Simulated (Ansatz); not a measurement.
TaN, space group P6/mmm: relaxations under a series of pressures, run with Ansatz 0.2.0, Python API.

Script `tan_compress.py`:
```python
"""Cell of TaN under pressure."""

import ansatz
import numpy as np
import pandas as pd

def edges_and_angles(cell):
    cell = np.asarray(cell)
    a, b, c = np.linalg.norm(cell, axis=1)
    cosines = cell[1] @ cell[2] / (b * c), cell[0] @ cell[2] / (a * c), cell[0] @ cell[1] / (a * b)
    return (a, b, c, *np.degrees(np.arccos(cosines)))

crystal = (
    ansatz.Lattice.of((5.191, 0.0, 0.0), (-2.5955, 4.495538, 0.0), (0.0, 0.0, 2.908))
    .atom("Ta", (0.0, 0.0, 0.0))
    .atom("Ta", (1 / 3, 2 / 3, 0.5))
    .atom("Ta", (2 / 3, 1 / 3, 0.5))
    .atom("N", (0.5, 0.0, 0.0))
    .atom("N", (0.5, 0.5, 0.0))
    .atom("N", (0.0, 0.5, 0.0))
)

calculation = crystal.calculation()
calculation = calculation.functional("lda").kpoints(5, 5, 8)
calculation = calculation.occupations("fermi_dirac")

# H = F + PV, with 1 GPa A^3 = 1/160.21766 eV
rows = []
for pressure in [0, 5, 10, 20]:
    outcome = calculation.relax(cell=True, pressure=pressure, force_tolerance=0.02).run()
    cell = outcome.lattice.cell_ang
    n_atoms = len(outcome.lattice.sites)
    volume = abs(np.linalg.det(cell)) / n_atoms
    enthalpy = outcome.report["free_energy_ev"] / n_atoms + pressure * volume / 160.21766
    rows.append((pressure, volume, enthalpy, *edges_and_angles(cell)))
    print(f"{pressure} GPa done: {volume:.4f} A^3/atom")

table = pd.DataFrame(rows, columns=["P_GPa", "V_A3_atom", "H_eV_atom", "a", "b", "c", "alpha", "beta", "gamma"])
print(table.round(4).to_string(index=False))
p, v = np.array([row[0] for row in rows], float), np.array([row[1] for row in rows])
print("mean bulk modulus between rows (GPa):", np.round(-np.diff(p) / np.diff(np.log(v)), 1))
```

How far does the cell shrink over this series of pressures, and what bulk modulus does the first step imply?

The volume falls from 11.13 Å³ an atom at 0 GPa to 10.52 at 20 GPa, by 5.5 %. Between 0 and 5 GPa, -V dP/dV is about 324 GPa, a mean over that step.

The run itself:

`python tan_compress.py` gives:
```text
DeckWarning: basis.ecutwfc = 420 eV, auto-derived from the records' recommended cutoffs: set by Ta (normal level)
0 GPa done: 11.1317 A^3/atom
5 GPa done: 10.9614 A^3/atom
10 GPa done: 10.8035 A^3/atom
20 GPa done: 10.5184 A^3/atom
 P_GPa  V_A3_atom  H_eV_atom      a      b      c  alpha  beta  gamma
     0    11.1317 -5029.1772 5.1670 5.1670 2.8888   90.0  90.0  120.0
     5    10.9614 -5028.8325 5.1330 5.1330 2.8824   90.0  90.0  120.0
    10    10.8035 -5028.4929 5.1011 5.1011 2.8765   90.0  90.0  120.0
    20    10.5184 -5027.8277 5.0426 5.0426 2.8659   90.0  90.0  120.0
mean bulk modulus between rows (GPa): [324.1 344.6 373.9]
```
(Warnings from the package without file and line.)

Absolute energies stand on the zero of these potentials, so only differences at equal settings mean something. The run is spin-unpolarised. At a fixed pressure a relaxation lowers the enthalpy F + PV, while F alone can rise. For a metal this k-point mesh is coarse: on a finer one energies can move by several to tens of meV an atom and pressures by half a GPa or more, differences at one mesh by less. Spin-orbit coupling, which matters for elements this heavy, is left out. The structure is a deposited one; some such entries were measured under pressure or heat, so a shift against it needn't be the functional's error alone. Symmetry holds the cell in this phase, whether or not it is the stable one at each pressure. Hardware and time: 76 s on 1 thread of Arm Neoverse V1, on a shared host, peak memory 0.46 GiB.
